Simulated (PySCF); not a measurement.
# The bond of RbNa, level by level

One job finds the state of RbNa, follows it along the bond with each method and fits the curves.

Method: Rb def2-SVPD with ECP28, Na def2-SVPD, scalar-relativistic core potentials; program: PySCF 2.14.0.

### Step 1. The job

The job is set up so:

* atoms: Rb, Na
* charge: 0
* basis: Rb def2-SVPD with ECP28, Na def2-SVPD
* Hamiltonian: scalar-relativistic core potentials
* basis functions: 45
* electrons treated: 20
* masses in u: 84.9118, 22.9898
* levels: PBE0, PBE, r²SCAN, PW91, LDA, BP86, ωB97X, HF, MP2, SCS-MP2, CCSD, CCSD(T)
* grid: 80 radial by 434 angular points
* occupations: held fixed by the projection of orbital angular momentum
* dissociation limit: Rb + Na, each in its ground configuration
* starting distance in angstrom: 3.635
* values of 2S to try: 0, 2

The run is started by

```sh
$ OMP_NUM_THREADS=1 python dia.py task.json out
```

After this run come: PBE0 along the bond; Other states along the same grid; PBE (GGA); r²SCAN (meta-GGA); PW91 (GGA); LDA; BP86; ωB97X (range-separated hybrid); RHF (mean field); MP2 and coupled cluster.

What does the calculation give? Wanted: for each run, Re; ωe; De; μ.

**Answer**, as computed:

Lowest PBE0 solution found, without spin–orbit coupling: ¹Σ⁺ (singlet), closed shell. State 3 has its PBE0 minimum 1.35 eV higher. The other levels ran on the lowest alone.

| level | Re (Å) | ωe (cm⁻¹) | De (eV) | μ (D) |
| --- | --- | --- | --- | --- |
| RHF | 3.890 | 98.8 | -0.083 | -4.39 |
| RHF-MP2 | 3.709 | 105.1 | 0.346 | n/a |
| RHF-SCS-MP2 | 3.731 | 104.0 | 0.420 | n/a |
| RHF-CCSD | 3.731 | 101.6 | 0.52 | n/a |
| RHF-CCSD(T) | 3.734 | 100.1 | 0.55 | n/a |
| LDA | 3.578 | 108.1 | 0.76 | -2.37 |
| PBE | 3.703 | 102.0 | 0.67 | -2.87 |
| PW91 | 3.699 | 102.2 | 0.70 | -2.95 |
| BP86 | 3.696 | 101.4 | 0.60 | -2.72 |
| r²SCAN | 3.774 | 101.6 | 0.488 | -3.52 |
| PBE0 | 3.717 | 104.4 | 0.58 | -3.35 |
| ωB97X | 3.667 | 111.9 | n/a | -3.67 |

De is counted to Rb + Na in their ground configurations. A positive dipole means Rb(−)Na(+).

In words: Bond lengths run from 3.578 Å (LDA) to 3.890 Å (RHF). CCSD(T) can't serve as the judge here: for a weak bond in this basis it is far from its limit. Among the levels with a De in the table, it runs from -0.083 eV (RHF) to 0.76 eV (LDA).

Correlated steps freeze 1 core orbital. A negative De means that the minimum lies above the separated atoms at that level. Spin–orbit coupling is left out.
